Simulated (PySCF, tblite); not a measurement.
**C₉H₇ radical: geometry, infrared bands and EPR parameters**

Wanted: the infrared bands and EPR parameters of C₉H₇ radical (`C#CC1=CC=[C]/C1=C/C`), by calculation.

Computed with tblite 0.8.0 and PySCF 2.14.0, with density-fitted response routines of our own, on a single molecule in the gas phase. Atoms are numbered from 0 throughout.

## Step 1: The molecule as given

16 atoms, charge 0, multiplicity 2; geometry from: force field or distance geometry start.

Bonds of the start (Å): C0–C1 1.19, C1–C2 1.42, C2–C3 1.34, C3–C4 1.45, C4–C5 1.30, C5–C6 1.42, C6–C7 1.33, C7–C8 1.49, C6–C2 1.47, C0–H9 1.07, C3–H10 1.07, C4–H11 1.08, C7–H12 1.10, C8–H13 1.09, C8–H14 1.10, C8–H15 1.09.

## Step 2: Relaxing the molecule with GFN2-xTB

What the job is given:

```
{"job": {"kind": "relax", "xc": "GFN2-xTB", "basis": "xTB"}, "charge": 0, "multiplicity": 2}
C      0.427100     2.614800     1.020900
C      0.635200     1.516100     0.599800
C      0.940800     0.212000     0.131500
C      2.183300    -0.268500    -0.005100
C      2.111400    -1.629300    -0.510300
C      0.847100    -1.882200    -0.681500
C     -0.010700    -0.809100    -0.316900
C     -1.338100    -0.878400    -0.403700
C     -2.355500     0.150200    -0.061400
H      0.216600     3.597100     1.391600
H      3.100900     0.231400     0.243300
H      2.941100    -2.283200    -0.723800
H     -1.777300    -1.810200    -0.775100
H     -1.930400     1.081400     0.312000
H     -3.041800    -0.229100     0.704600
H     -2.957400     0.396000    -0.937400
```

The run is started by

```sh
$ OMP_NUM_THREADS=1 python probes_run.py task.json out
```

The driver reads the jobs from task.json and runs them one after another.

**Question.** This job is followed by: GFN2-xTB harmonic vibrations, gas phase; UKS B3LYP, pcH-1 on C H, non-relativistic, mean-field spin-orbit, GIAO. Predict these results of the whole session: strongest single infrared mode (GFN2-xTB); zero-point energy (GFN2-xTB); g(iso) (B3LYP); ⟨S²⟩; largest a(iso) (averaged by class); surface potential, 1st and 99th percentile.

The runs gave:

| quantity | value |
| --- | --- |
| strongest single infrared mode (GFN2-xTB) | 1680 cm⁻¹, 112 km/mol |
| zero-point energy (GFN2-xTB) | 74.7 kcal/mol |
| g(iso) (B3LYP) | 2.00213 |
| ⟨S²⟩ | 0.769 (exact 0.75) |
| largest a(iso) (averaged by class) | 13C on C5, 465.0 MHz |
| surface potential, 1st and 99th percentile | -0.86 V and 1.33 V |

Over 40 steps the energy fell by 0.136 eV; of the close pairs, C4–C5 changed most, 1.301 to 1.333 Å. All 42 modes are real, so the xTB geometry is a minimum. The strongest single mode, at 1680 cm⁻¹, moves mainly C6 and C7. GFN2-xTB is a fitted tight-binding method: band positions and strengths are rough. Its intensities can rank the bands wrongly. Most of the unpaired spin sits on C5 (1.05 e). The isotropic g lies 0.2 ppt below the free-electron value.
